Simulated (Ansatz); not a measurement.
**C₂H₆OSSi: a ladder of functionals and wavefunction methods**

How much do the methods differ for C₂H₆OSSi? The plan is to run it at one geometry with functionals of several rungs and with coupled cluster, and see how far each lands from CCSD(T) at the basis-set limit for the atomisation energy.

The runs use Ansatz 0.2.0, Gaussian basis; functionals in def2-TZVPP, the program's frozen cores in correlated methods.

Plan: PBE-D4, r2SCAN-D4, PBE0-D4, B3LYP-D4, ωB97X-V, ωB97M-V, B2PLYP; CCSD(T)/def2-TZVPP; MP2/def2-QZVPP; extrapolation to the limit.

### 1 The geometry

An earlier PBE0-D4/def2-TZVP relaxation fixed the geometry.

SMILES `O=C[SiH2]CS`, 11 atoms, charge 0, spin multiplicity 1.

Atoms are counted from 1 here; the program's logs count them from 0.

Bond lengths: O1–C2 1.207 Å, C2–Si3 1.926 Å, C2–H6 1.117 Å, Si3–C4 1.869 Å, Si3–H7 1.485 Å, Si3–H8 1.493 Å, C4–S5 1.817 Å, C4–H9 1.092 Å, C4–H10 1.093 Å, S5–H11 1.343 Å. Angles: O1–C2–Si3 122.8°, O1–C2–H6 118.9°, Si3–C2–H6 118.4°, C2–Si3–C4 109.4°, C2–Si3–H7 108.4°, C2–Si3–H8 105.5°, C4–Si3–H7 111.6°, C4–Si3–H8 112.8°, H7–Si3–H8 108.8°, Si3–C4–S5 110.6°, Si3–C4–H9 112.5°, Si3–C4–H10 109.7°, S5–C4–H9 110.7°, S5–C4–H10 105.8°, H9–C4–H10 107.2°, C4–S5–H11 96.1°.

As a file:

| atom | x (Å) | y (Å) | z (Å) |
| --- | --- | --- | --- |
| O1 | -1.8388 | -0.1902 | 1.1357 |
| C2 | -0.7781 | 0.2146 | 1.5464 |
| Si3 | 0.7407 | 0.5074 | 0.3989 |
| C4 | 0.3072 | -0.0013 | -1.3464 |
| S5 | -0.1188 | -1.7662 | -1.4108 |
| H6 | -0.6758 | 0.4512 | 2.6331 |
| H7 | 1.8866 | -0.2759 | 0.9276 |
| H8 | 1.0562 | 1.9617 | 0.5163 |
| H9 | -0.4953 | 0.6045 | -1.7710 |
| H10 | 1.1797 | 0.1182 | -1.9931 |
| H11 | -1.1981 | -1.6811 | -0.6159 |

### 2 PBE-D4 (GGA)

File in.yaml:

```yaml
crystal:
  periodic: [false, false, false]
  atoms:
    - {symbol: O, position_ang: [-1.838772, -0.190156, 1.135667]}
    - {symbol: C, position_ang: [-0.778131, 0.214582, 1.546444]}
    - {symbol: Si, position_ang: [0.740707, 0.507422, 0.398889]}
    - {symbol: C, position_ang: [0.307227, -0.001340, -1.346380]}
    - {symbol: S, position_ang: [-0.118834, -1.766210, -1.410832]}
    - {symbol: H, position_ang: [-0.675796, 0.451238, 2.633077]}
    - {symbol: H, position_ang: [1.886612, -0.275905, 0.927607]}
    - {symbol: H, position_ang: [1.056157, 1.961684, 0.516279]}
    - {symbol: H, position_ang: [-0.495328, 0.604549, -1.770964]}
    - {symbol: H, position_ang: [1.179691, 0.118213, -1.993150]}
    - {symbol: H, position_ang: [-1.198131, -1.681076, -0.615938]}
basis:
  gaussian: {orbitals: def2-TZVPP}
hamiltonian: {xc: pbe, dispersion: d4}
output: {forces: true, orbitals: {seedname: orbitals}}
```

Command:

```bash
ansatz run in.yaml --threads 4 --pin off --events-out ev --progress --plain --max-ram 10444MiB
```

Further steps of the session: r2SCAN-D4 (meta-GGA); PBE0-D4 (hybrid); B3LYP-D4 (hybrid); ωB97X-V (range-separated); ωB97M-V (range-separated); B2PLYP (double hybrid); CCSD(T) in def2-TZVPP; MP2 in def2-QZVPP.

Q: Predict the results of all the runs planned. Wanted: atomisation energy, CCSD(T)/CBS; farthest; mean size of error, hybrid; mean size of error, range-separated; gap, smallest and largest; T1 diagnostic; triples share of the correlation energy.

**Answer**, as computed:

| quantity | value |
| --- | --- |
| atomisation energy, CCSD(T)/CBS | 40.800 eV |
| functionals within 0.204 eV (0.5 %) | r2SCAN-D4, PBE0-D4, B3LYP-D4, ωB97M-V |
| farthest | PBE-D4 (+0.873 eV) |
| mean size of error, hybrid | 0.032 eV |
| mean size of error, range-separated | 0.199 eV |
| gap, smallest and largest | 2.69 eV (PBE-D4), 9.84 eV (ωB97X-V) |
| T1 diagnostic | 0.0140 |
| triples share of the correlation energy | 4.2 % |

What this shows: PBE-D4 is off by +0.873 eV, about 0.087 eV a bond. Double hybrids carry the basis error of their MP2 part in triple zeta, and no dispersion term here, so their miss is partly the set-up's. The reference freezes the cores and leaves out relativity and excitations past (T), so misses under about 0.204 eV can't be ranked. Hartree-Fock recovers 71 % of the binding; the rest is correlation. The gap grows from 2.7 to 9.8 eV across the functionals, mostly with the share of exact exchange.
